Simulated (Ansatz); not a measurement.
# BClH₄SeSi: one species, many methods

How much do the methods differ for BClH₄SeSi? The plan is to run it at one geometry with functionals of several rungs and with coupled cluster. The yardstick is the atomisation energy at the CCSD(T) limit.

The runs use Ansatz 0.2.0, Gaussian basis; functionals in def2-TZVPP, the program's frozen cores in correlated methods.

The runs, in order: PBE-D4, r2SCAN-D4, PBE0-D4, B3LYP-D4, ωB97X-V, ωB97M-V, B2PLYP; CCSD(T)/def2-TZVPP; MP2/def2-QZVPP; extrapolation to the limit.

## (1) The relaxed structure

All runs share one geometry, relaxed beforehand with PBE0-D4 in a triple-zeta def2 set.

SMILES `[SiH3][Se]BCl`, 8 atoms, charge 0, spin multiplicity 1.

Atoms are counted from 1 here; the program's logs count them from 0.

Bond lengths: Si1–Se2 2.294 Å, Si1–H5 1.482 Å, Si1–H6 1.483 Å, Si1–H7 1.482 Å, Se2–B3 1.922 Å, B3–Cl4 1.742 Å, B3–H8 1.191 Å. Angles: Se2–Si1–H5 110.2°, Se2–Si1–H6 106.1°, Se2–Si1–H7 110.1°, H5–Si1–H6 110.2°, H5–Si1–H7 110.0°, H6–Si1–H7 110.2°, Si1–Se2–B3 95.4°, Se2–B3–Cl4 119.7°, Se2–B3–H8 121.8°, Cl4–B3–H8 118.5°.

## (2) PBE-D4 (GGA)

The input, in.yaml:

```yaml
crystal:
  periodic: [false, false, false]
  atoms:
    - {symbol: Si, position_ang: [-0.945673, 0.859668, -0.613625]}
    - {symbol: Se, position_ang: [0.047911, 0.417181, 1.405954]}
    - {symbol: B, position_ang: [1.146430, -1.020206, 0.757297]}
    - {symbol: Cl, position_ang: [2.216129, -1.850661, 1.852678]}
    - {symbol: H, position_ang: [-1.685688, -0.332824, -1.091048]}
    - {symbol: H, position_ang: [-1.884020, 1.982234, -0.373638]}
    - {symbol: H, position_ang: [0.078109, 1.252702, -1.611100]}
    - {symbol: H, position_ang: [1.119003, -1.365094, -0.382319]}
basis:
  gaussian: {orbitals: def2-TZVPP}
hamiltonian: {xc: pbe, dispersion: d4}
output: {forces: true, orbitals: {seedname: orbitals}}
```

The run is started by

```sh
ansatz run in.yaml --threads 4 --pin off --events-out ev --progress --plain --max-ram 10444MiB
```

After this run come: r2SCAN-D4 (meta-GGA); PBE0-D4 (hybrid); B3LYP-D4 (hybrid); ωB97X-V (range-separated); ωB97M-V (range-separated); B2PLYP (double hybrid); CCSD(T) in def2-TZVPP; MP2 in def2-QZVPP.

Q: Predict the results of all the runs planned. Wanted: atomisation energy, CCSD(T)/CBS; farthest; mean size of error, hybrid; mean size of error, range-separated; gap, smallest and largest; T1 diagnostic; triples share of the correlation energy.

**Answer**, as computed:

```
                               quantity                                                   value
        atomisation energy, CCSD(T)/CBS                                               25.737 eV
    functionals within 0.257 eV (1.0 %)  PBE-D4, r2SCAN-D4, PBE0-D4, B3LYP-D4, ωB97X-V, ωB97M-V
                               farthest                                      B2PLYP (-0.410 eV)
             mean size of error, hybrid                                                0.084 eV
    mean size of error, range-separated                                                0.069 eV
              gap, smallest and largest                    4.13 eV (PBE-D4), 10.42 eV (ωB97X-V)
                          T1 diagnostic                                                  0.0121
triples share of the correlation energy                                                   4.0 %
```

**Reading.** PBE-D4 misses by +0.165 eV. Double hybrids carry the basis error of their MP2 part in triple zeta, and no dispersion term here, so their miss is partly the set-up's. The reference freezes the cores and leaves out relativity and excitations past (T), and its outer-core shells are covered unevenly, so misses under about 0.257 eV can't be ranked. All levels share the lack of spin-orbit coupling, which lowers the free heavy atoms and so the true binding. Hartree-Fock recovers 76 % of the binding; the rest is correlation. Orbital gaps span 4.1 to 10.4 eV; exact exchange widens them. Correlated methods include outer-core shells of Se, which these sets cover unevenly.
